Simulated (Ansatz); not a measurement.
# BClF2: ionisation energy by level of theory

One table from this session's results is given with a row withheld; the runs are named, their logs left out.

Program: Ansatz 0.2.0, Gaussian basis. Level of theory: unrestricted cation, the program's frozen cores in correlated methods. These are calculated values, not measurements.

Plan: UKS PBE-D4/def2-TZVPP; UKS r2SCAN-D4/def2-TZVPP; UKS PBE0-D4/def2-TZVPP; UKS B3LYP-D4/def2-TZVPP; UKS wB97X-V/def2-TZVPP; UKS wB97M-V/def2-TZVPP; UKS B2PLYP/def2-TZVPP; UHF-CCSD(T)/def2-TZVPP; UHF-MP2/def2-QZVPP; extrapolation to the limit; then −ε(HOMO) from the neutral's earlier runs with LDA (SPW92), PBE-D4, revPBE-D4, BLYP-D4, r2SCAN-D4, B97M-V, PBE0-D4, B3LYP-D4, r2SCANh-D4, r2SCAN0-D4, HSE06-D4, BHLYP-D4, CAM-B3LYP-D4, LC-ωPBE, ωB97X-V, ωB97M-V.

## The relaxed structure

The geometry comes from an earlier relaxation with PBE0-D4 in a triple-zeta def2 set; it is a stationary point.

SMILES `FB(F)Cl`, 4 atoms, charge 0, spin multiplicity 1.

Atoms are counted from 1 here; the program's logs count them from 0.

Bond lengths: F1–B2 1.310 Å, B2–F3 1.310 Å, B2–Cl4 1.740 Å. Angles: F1–B2–F3 119.0°, F1–B2–Cl4 120.5°, F3–B2–Cl4 120.5°.

Set-up of the first run:

The input, in.yaml:

```yaml
crystal:
  periodic: [false, false, false]
  atoms:
    - {symbol: F, position_ang: [-0.173739, -1.254302, -0.546251]}
    - {symbol: B, position_ang: [-0.067061, -0.041341, -0.062036]}
    - {symbol: F, position_ang: [-1.011647, 0.830149, -0.317738]}
    - {symbol: Cl, position_ang: [1.307946, 0.405294, 0.905724]}
basis:
  gaussian: {orbitals: def2-TZVPP}
total_charge: 1
magnetization: {spin_polarized: true, initial_magnetization: 1}
hamiltonian: {xc: pbe, dispersion: d4}
```

Among the steps run: Cation, UKS PBE-D4/def2-TZVPP; Cation, UKS r2SCAN-D4/def2-TZVPP; Cation, UKS PBE0-D4/def2-TZVPP; Cation, UKS B3LYP-D4/def2-TZVPP; Cation, UKS wB97X-V/def2-TZVPP; Cation, UKS wB97M-V/def2-TZVPP; Cation, UKS B2PLYP (frozen core)/def2-TZVPP; Cation, UHF-CCSD(T)/def2-TZVPP; Cation, UHF-MP2/def2-QZVPP.

One table of the session follows, with a row left open; its other results are not shown here.

It belongs to the step «Ionisation energies side by side». Orbital estimates, from the neutral's runs:

```
  functional  −ε(HOMO) (eV)
 LDA (SPW92)              ?
      PBE-D4           8.36
   revPBE-D4           8.29
     BLYP-D4           8.20
   r2SCAN-D4           8.75
      B97M-V           8.85
     PBE0-D4           9.91
    B3LYP-D4           9.61
  r2SCANh-D4           9.32
  r2SCAN0-D4          10.17
    HSE06-D4           9.50
    BHLYP-D4          11.29
CAM-B3LYP-D4          11.34
     LC-ωPBE          12.80
     ωB97X-V          12.39
     ωB97M-V          12.22
```

**Question.** Estimate the row for LDA (SPW92).

**Answer.** −ε(HOMO) (eV): 8.53. In the column «−ε(HOMO) (eV)» it lies between PBE-D4 (8.36) and r2SCAN-D4 (8.75).
